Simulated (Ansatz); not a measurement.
# ClHMg: the cost of one run

Method: PBE0-D4/def2-TZVP structures, single points in def2-TZVPP, no counterpoise correction; program: Ansatz 0.2.0, Gaussian basis.

Levels: SPW92, PBE-D4, BLYP-D4, r2SCAN-D4, B97M-V, PBE0-D4, B3LYP-D4, r2SCAN0-D4, BHLYP-D4, CAM-B3LYP-D4, wB97X-V, wB97M-V, B2PLYP, PBE-QIDH, RPA on PBE, Hartree-Fock, MP2, CCSD, CCSD(T).

Cores are frozen in the correlated methods. The outer core shell of Li, Na, Mg and K is correlated. B3LYP uses VWN-RPA correlation. B2PLYP carries no dispersion term here.

94 further runs of the same task are left out: 94 set aside as unsound or not needed.

## Step 1: Where the work starts

The complex: 9 atoms, charge 0, spin multiplicity 1.

Atoms are counted from 1 here; the program's logs count them from 0.

Bond lengths: Mg1–H2 1.704 Å, Mg1–Cl3 2.236 Å, Mg1–O5 2.056 Å, H4–O5 0.961 Å, O5–Si6 1.706 Å, Si6–H7 1.487 Å, Si6–H8 1.474 Å, Si6–H9 1.474 Å. Angles: H2–Mg1–Cl3 154.5°, H2–Mg1–O5 111.6°, Cl3–Mg1–O5 93.9°, Mg1–O5–H4 119.2°, Mg1–O5–Si6 125.6°, H4–O5–Si6 115.2°, O5–Si6–H7 103.2°, O5–Si6–H8 109.4°, O5–Si6–H9 109.4°, H7–Si6–H8 110.3°, H7–Si6–H9 110.3°, H8–Si6–H9 113.6°.

As a file:

```
atom    x (Å)    y (Å)    z (Å)
 Mg1  -0.4138  -1.0229  -1.6753
  H2   0.4469  -1.2296  -3.1313
 Cl3  -2.1416  -1.3336  -0.2900
  H4   1.4644   0.5313  -0.6087
  O5   0.6100   0.1734  -0.3531
 Si6   0.0769   0.6131   1.2069
  H7   1.1816   1.4694   1.7147
  H8  -0.0567  -0.5960   2.0386
  H9  -1.1674   1.3949   1.0980
```

Its parts: MgHCl holds atoms 1, 2, 3; SiH₄O holds atoms 4, 5, 6, 7, 8, 9. Each part counts its atoms afresh in its own runs.

## Step 2: Relaxing MgHCl alone

Contents of relax-a/in.yaml:

```yaml
crystal:
  periodic: [false, false, false]
  atoms:
    - {symbol: Mg, position_ang: [-0.413838, -1.022925, -1.675254]}
    - {symbol: H, position_ang: [0.446864, -1.229618, -3.131287]}
    - {symbol: Cl, position_ang: [-2.141610, -1.333557, -0.290025]}
basis:
  gaussian: {orbitals: def2-TZVP}
hamiltonian: {xc: pbe0, dispersion: d4}
relax: {f_tol: 0.005, max_steps: 200}
```

On the command line:

```console
ansatz run in.yaml --threads 4 --pin off --events-out ev --progress --plain --max-ram 9574MiB
```

**Question.** How long does this run take on 4 threads of Arm Neoverse V1, shared host?

About 1.9 s.
